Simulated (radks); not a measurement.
**Valence configurations of Gd⁺**

One table from this session's results is given with a row withheld; the runs are named, their logs left out.

Method: scalar-relativistic Kohn-Sham, PBE, spin-polarised, spherical densities, finite nucleus; open shells are filled with parallel spins first. Code: radks (a radial shooting solver on a logarithmic mesh, Libxc functionals) version 1.

### What is computed

| Property | Result |
| --- | --- |
| element | gadolinium (Z = 64) |
| charge | +1 |
| electrons | 63 |
| configuration | [Xe] 4f7 5d1 6s1 |
| nuclear rms radius | 5.1569 fm |
| others tried | 4f7 5d2; 4f8 6s1; 4f7.5 5d1 6s0.5; 4f6 5d2 6s1; 4f5 5d3 6s1; 4f7.5 5d0.5 6s1; 4f8 5d1; 4f7 6s2; 4f7 6s1 6p1 |

The outer shells:

Gd⁺
```
[Xe] core
4f [↑ ][↑ ][↑ ][↑ ][↑ ][↑ ][↑ ]
5d [↑ ][  ][  ][  ][  ]
6s [↑ ]
```

The first run:

Settings of this run:

```text
Z 64
configuration [Xe] 4f7 5d1 6s1
relativity scalar-relativistic
functional pbe,pbe
spin polarised
nucleus finite rms 5.1569 fm
c 137.035999084
```

Among the steps run: [Xe] 4f7 5d1 6s1.

One table of the session follows, with a row left open; its other results are not shown here.

It belongs to the step «[Xe] 4f7 5d1 6s1». Radial moments (bohr):

```
  level     <r>  outermost maximum (interpolated)  90 % within  nodes
5s down   1.345                              1.21         1.94      4
  5p up   1.550                              1.35         2.27      3
5p down   1.577                              1.37         2.31      3
  4f up  0.8534                             0.567         1.46      0
4f down  0.8973                             0.569         1.56      0
  6s up   3.594                              3.17         5.20      5
  5d up       ?                                 ?            ?      ?
5d down   2.578                              1.95         4.05      2
```

Q: Estimate the row for 5d up from the others.

The run gave: <r>: 2.517; outermost maximum (interpolated): 1.91; 90 % within: 3.96; nodes: 2. In the column «<r>» it lies between 5p down (1.577) and 5d down (2.578).
